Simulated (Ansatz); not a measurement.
# BrGaH2O2: the cost of one run

Method: PBE0-D4/def2-TZVP structures, single points in def2-TZVPP, no counterpoise correction; program: Ansatz 0.2.0, Gaussian basis.

Levels: SPW92, PBE-D4, BLYP-D4, r2SCAN-D4, B97M-V, PBE0-D4, B3LYP-D4, r2SCAN0-D4, BHLYP-D4, CAM-B3LYP-D4, wB97X-V, wB97M-V, B2PLYP, PBE-QIDH, RPA on PBE, Hartree-Fock, MP2, CCSD, CCSD(T).

Correlated methods freeze the cores. Filled d shells of the heavier atoms are correlated. B3LYP uses VWN-RPA correlation. B2PLYP carries no dispersion term here.

94 further runs of the same task are left out: 94 set aside as unsound or not needed. Runs told in other sessions of the task aren't counted.

### 1 The system as given

The complex: 8 atoms, charge 0, spin multiplicity 1.

Atoms are counted from 1 here; the program's logs count them from 0.

Bond lengths: Ga1–Br2 2.285 Å, Ga1–O3 1.767 Å, Ga1–O4 1.767 Å, O3–H7 0.960 Å, O4–H8 0.960 Å, H5–H6 0.749 Å. Angles: Br2–Ga1–O3 121.0°, Br2–Ga1–O4 121.0°, O3–Ga1–O4 117.9°, Ga1–O3–H7 112.9°, Ga1–O4–H8 112.9°.

Coordinates:

```mol
BrGaH4O2
  3D, bonds by distance, orders not assigned

  8  6  0  0  0  0  0  0  0  0999 V2000
   -0.2064   -0.5967    0.2022 Ga  0  0
    1.8397   -1.5848   -0.0346 Br  0  0
   -1.3812   -0.6081   -1.1171 O   0  0
   -0.6975    0.1233    1.7388 O   0  0
    1.0985    1.6742   -0.6919 H   0  0
    0.4118    1.9596   -0.6004 H   0  0
   -1.0497   -1.0371   -1.9092 H   0  0
   -0.0152    0.0693    2.4120 H   0  0
  1  2  8  0
  1  3  8  0
  1  4  8  0
  3  7  8  0
  4  8  8  0
  5  6  8  0
M  END
```

Its parts: BrGaH₂O₂ holds atoms 1, 2, 3, 4, 7, 8; H₂ holds atoms 5, 6. Each part counts its atoms afresh in its own runs.

### 2 Relaxing BrGaH₂O₂ alone

Input file relax-a/in.yaml:

```yaml
crystal:
  periodic: [false, false, false]
  atoms:
    - {symbol: Ga, position_ang: [-0.206379, -0.596661, 0.202198]}
    - {symbol: Br, position_ang: [1.839731, -1.584751, -0.034598]}
    - {symbol: O, position_ang: [-1.381204, -0.608053, -1.117083]}
    - {symbol: O, position_ang: [-0.697470, 0.123343, 1.738823]}
    - {symbol: H, position_ang: [-1.049676, -1.037140, -1.909234]}
    - {symbol: H, position_ang: [-0.015202, 0.069346, 2.411972]}
basis:
  gaussian: {orbitals: def2-TZVP}
hamiltonian: {xc: pbe0, dispersion: d4}
relax: {f_tol: 0.005, max_steps: 200}
```

On the command line:

```sh
$ ansatz run in.yaml --threads 8 --pin off --events-out ev --progress --plain --max-ram 19148MiB
```

**Question.** How long does this run take on 8 threads of AMD EPYC 9R45, shared host?

About 4.1 s.
